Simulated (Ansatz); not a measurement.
# SiC (F-43m): compression over a wide range

An exercise on one series of results from a longer session: the logs are not shown, and one member is left open.

Method: DFT r²SCAN, scalar-relativistic, plane waves, PAW, in Ansatz 0.2.0.

### The system as given

It takes space group F-43m (No. 216, cubic). Conventional cell: a = 4.356 Å, b = 4.356 Å, c = 4.356 Å, α = 90.00°, β = 90.00°, γ = 90.00°. Si (site symmetry -43m) is surrounded by 4 C at 1.89 Å. Around C (site symmetry -43m) lie 4 Si at 1.89 Å.

Structure file:

```
CELL_PARAMETERS angstrom
0.00000 2.17814 2.17814
2.17814 0.00000 2.17814
2.17814 2.17814 0.00000
ATOMIC_POSITIONS crystal
Si 0.00000 0.00000 0.00000
C 0.25000 0.25000 0.25000
```

An earlier run at r²SCAN left this cell at 10.334 Å³/atom and 0.01 GPa (10×10×10 mesh).

Set-up of the first run:

Input file input.yaml:

```yaml
crystal:
  lattice:
    - [0.0, 2.1487023374, 2.1487023374]
    - [2.1487023374, 0.0, 2.1487023374]
    - [2.1487023374, 2.1487023374, 0.0]
  atoms:
    - { symbol: Si, position: [0.0, 0.0, 0.0] }
    - { symbol: C, position: [0.25, 0.25, 0.25] }
basis:
  ecutwfc: 500
  ecutrho_ratio: 4
kpoints:
  mp_grid: { grid: [10, 10, 10] }
hamiltonian:
  xc: r2scan
scf:
  occupations: { method: gaussian, width: 0.05 }
output:
  forces: true
  stress: true
  eigenvalues: true
```

Started as:

```
$ ansatz run input.yaml --threads 1 --pin off --max-ram 2560MiB --backend cpu --events-out ev --progress --plain --runs-dir out
```

Steps of the session up to this table: Volume × 0.96; Volume × 1.04; Volume × 0.92; Volume × 0.88; Volume × 0.84; Volume × 0.8; Volume × 0.76; Volume × 0.72.

One of the session's tables, all rows but one given; the rest of the session is left out.

```
volume (Å³/atom)  energy above the lowest (meV/atom)  pressure (GPa)  gap on the mesh (eV)
           7.440                               963.1           138.1                  1.42
           7.854                               651.6           104.6                  1.48
           8.267                               418.1            77.4                  1.53
           8.680                                   ?               ?                     ?
           9.094                               129.7            37.1                  1.62
           9.507                                53.7            22.3                  1.65
           9.920                                12.6            10.0                  1.68
          10.334                                 0.0             0.0                  1.71
          10.747                                11.0            -8.3                  1.74
```

**Question.** Estimate the row for volume (Å³/atom) = 8.680.

Worked estimate for «energy above the lowest (meV/atom)». A straight line through the neighbours (8.267, 418.1) and (9.094, 129.7) gives 418.1 + (129.7 − 418.1) × (8.680 − 8.267) / (9.094 − 8.267) = 274.1; a parabola fitted to 4 rows on both sides gives 247.8.

As computed: energy above the lowest (meV/atom): 248.0; pressure (GPa): 55.2; gap on the mesh (eV): 1.58. In «energy above the lowest (meV/atom)» the line misses by +26.1 and the parabola by -0.2.

Caveats from the session: Other structures may be lower in enthalpy at these pressures.
